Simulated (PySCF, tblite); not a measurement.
# C5H9FN2Si: geometry, infrared bands and NMR shifts

Wanted: the infrared bands and NMR shifts of C5H9FN2Si (`CCc1c(F)cnn1[SiH3]`), by calculation.

The runs use tblite 0.8.0 and PySCF 2.14.0, with density-fitted response routines of our own; the level of theory stands in each step. All values are computed, except where a source is named. Atoms are numbered from 0 throughout.

## (1) Starting geometry

18 atoms, charge 0, multiplicity 1; geometry from: force field or distance geometry start.

Bonds of the start (Å): C0–C1 1.51, C1–C2 1.49, C2–C3 1.39, C3–F4 1.34, C3–C5 1.38, C5–N6 1.34, N6–N7 1.36, N7–Si8 1.79, N7–C2 1.38, C0–H9 1.10, C0–H10 1.09, C0–H11 1.10, C1–H12 1.11, C1–H13 1.11, C5–H14 1.09, Si8–H15 1.48, Si8–H16 1.49, Si8–H17 1.49.

## (2) Geometry optimisation with GFN2-xTB

What the job is given:

```
{"job": {"kind": "relax", "xc": "GFN2-xTB", "basis": "xTB"}, "charge": 0, "multiplicity": 1}
C     -1.676300    -1.341200    -0.619100
C     -0.987700    -0.826800     0.623000
C     -0.240600     0.440700     0.382400
C     -0.710000     1.744700     0.457900
F     -1.946800     2.107700     0.813400
C      0.345900     2.577300     0.131500
N      1.453200     1.883400    -0.160000
N      1.080300     0.587400     0.001200
Si     2.251000    -0.733900    -0.287200
H     -2.232000    -2.264200    -0.394200
H     -0.975100    -1.548500    -1.424300
H     -2.409800    -0.606800    -0.991000
H     -1.740700    -0.657600     1.422500
H     -0.313300    -1.606900     1.024300
H      0.371200     3.666700     0.091700
H      1.692200    -1.692600    -1.271800
H      3.558400    -0.227600    -0.786400
H      2.471200    -1.495400     0.974600
```

Launch:

```bash
OMP_NUM_THREADS=1 python probes_run.py task.json out
```

One launch serves the whole session: the jobs run in the order shown.

**Question.** This job is followed by: GFN2-xTB harmonic vibrations, gas phase; GIAO PBE0/pcSseg-1 NMR shielding, non-relativistic, gas phase. Predict these results of the whole session: strongest single infrared mode (GFN2-xTB); zero-point energy (GFN2-xTB); 13C shifts against TMS (PBE0/pcSseg-1); 1H shifts against TMS (PBE0/pcSseg-1, means over atoms taken as alike); 19F shifts against CFCl3 (PBE0/pcSseg-1); 15N shifts against NH3 (PBE0/pcSseg-1); 29Si shifts against TMS (PBE0/pcSseg-1); surface potential, 1st and 99th percentile.

As calculated:

| quantity | value |
| --- | --- |
| strongest single infrared mode (GFN2-xTB) | 2249 cm⁻¹, 349 km/mol |
| zero-point energy (GFN2-xTB) | 82.2 kcal/mol |
| 13C shifts against TMS (PBE0/pcSseg-1) | 159.1, 140.5, 135.6, 21.9, 18.0 ppm |
| 1H shifts against TMS (PBE0/pcSseg-1, means over atoms taken as alike) | 7.59, 5.26, 2.87, 1.28 ppm |
| 19F shifts against CFCl3 (PBE0/pcSseg-1) | -192.2 ppm |
| 15N shifts against NH3 (PBE0/pcSseg-1) | 349.0, 210.4 ppm |
| 29Si shifts against TMS (PBE0/pcSseg-1) | -46.5 ppm |
| surface potential, 1st and 99th percentile | -1.58 V and 1.41 V |

What this shows: Relaxing lowered the energy by 0.213 eV in 41 steps; the close pair that moved most is Si8–H16, from 1.488 to 1.451 Å. All 48 modes are real, so the xTB geometry is a minimum. The strongest single mode, at 2249 cm⁻¹, moves mainly H17. GFN2-xTB is a fitted tight-binding method: band positions and strengths are rough. Its intensities can rank the bands wrongly. At PBE0/pcSseg-1: The largest span, 484 ppm, is at N6, where the paramagnetic term is -403 ppm. NICS(1)zz of -28 ppm above the planar ring from C2 marks a diatropic (aromatic) ring current.
